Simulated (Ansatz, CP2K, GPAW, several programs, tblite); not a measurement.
**Many methods on one cell: CuF (CsCl type)**

CuF, CsCl type, relaxed with r2SCAN in Ansatz, was computed with several methods. Space group Pm-3m (No. 221), cubic; a = 2.738 Å in the conventional setting, 10.27 Å³ an atom. Around Cu lie 8 F at 2.37 Å; around F lie 8 Cu at 2.37 Å. These are computed values for a spin-unpolarised cell that may be hypothetical; none is a measurement.

```cif
data_structure
_symmetry_space_group_name_H-M 'Pm-3m'
_symmetry_Int_Tables_number 221
_cell_length_a 2.7385
_cell_length_b 2.7385
_cell_length_c 2.7385
_cell_angle_alpha 90.000
_cell_angle_beta 90.000
_cell_angle_gamma 90.000
_cell_volume 20.54
loop_
_atom_site_label
_atom_site_type_symbol
_atom_site_symmetry_multiplicity
_atom_site_Wyckoff_symbol
_atom_site_fract_x
_atom_site_fract_y
_atom_site_fract_z
_atom_site_occupancy
Cu1 Cu 1 a 0.00000 0.00000 0.00000 1
F1 F 1 b 0.50000 0.50000 0.50000 1
```

Gaps and times are for a single point on this cell; volume and bulk modulus come from each method's own relaxation or energy curve at fixed shape. Times are rough, from shared hosts (Arm Neoverse V1), and each method has its own mesh and cell size. A star marks a curve whose lowest point is an end point. GFN1-xTB (tblite), GFN2-xTB (tblite) treat a cluster of cells at its zone centre, which samples few k points: where these miss a band edge, the gap comes out too large for that reason alone. Gaps from k meshes are read at a limited set of points (mesh, symmetry points, PBE's band edges), so each method's own least gap may be somewhat smaller. xTB and the PM methods were fitted mostly to molecules, and can miss a solid's gap by electronvolts. Minimal bases can be far off for gaps. d marks a direct gap, i an indirect one (no mark: not told apart), a dash a value that wasn't computed or didn't pass its checks.

```tsv
method	kind	gap (eV)	own volume (Å³/atom)	bulk modulus (GPa)	atoms computed	processor time
light PBE (260 eV and a coarse mesh)	light plane-wave	overlap 0.32	–	–	2	0.68 s
PBE	semilocal	overlap 0.37	10.90	95	2	1.7 s
PBE/single zeta (GPAW)	small basis	overlap 0.75	–	–	2	3.4 s
r2SCAN	semilocal	overlap 0.41	10.27	114	2	3.7 s
GFN1-xTB (tblite)	tight binding	0.17	9.90	114	128	7.8 s
PBE/SZV (CP2K)	small basis	overlap 0.44	11.50*	94*	2	14 s
GFN2-xTB (tblite)	tight binding	0	10.09	111	128	20 s
PBE/DZVP (CP2K)	small basis	overlap 0.43	11.02	95	2	38 s
```

Volumes against r2SCAN's: PBE +6.2 %, GFN1-xTB (tblite) -3.6 %, GFN2-xTB (tblite) -1.7 %, PBE/DZVP (CP2K) +7.4 %.

Runs without a result: PM7 (MOPAC) (single point, out of time).

With PBE and r2SCAN the bands overlap or touch, or nearly. Semilocal functionals can close a real gap, so this doesn't show a metal; small gaps of other methods may in turn close between the points read or with spin-orbit coupling, and the solid may be a semimetal.
